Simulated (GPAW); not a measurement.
Crystal: Ge3Pd.

```
CELL_PARAMETERS angstrom
4.14202 0.00000 0.00000
0.00000 4.14202 0.00000
0.00000 0.00000 4.14202
ATOMIC_POSITIONS crystal
Pd 0.00000 0.00000 0.00000
Ge 0.50000 0.50000 0.00000
Ge 0.50000 0.00000 0.50000
Ge 0.00000 0.50000 0.50000
```

The cell comes from a database or a generator and needn't be the stable form of this composition.

Base run:

* Program: GPAW 26.7.0
* Functional: LDA
* Potentials or basis: the program's PAW data sets (release 1.2.1) made for this functional
* Cutoff: 600 eV
* Basis: pw
* k mesh: 7 × 7 × 7
* Occupations: fermi-dirac, width 0.05 eV
* Spin: no spin polarisation

Its results: pressure -7.1 GPa.

Q: The run is repeated on the same cell with these changes: cutoff from 600 eV to 450 eV; k mesh from 7 × 7 × 7 to 5 × 5 × 5. What comes out?

A: Pressure -7.5 GPa.

Caveats: the cutoff is short for stress and forces, so pressures can be off by a GPa or more (some runs).

Not every run made on this cell is shown here.
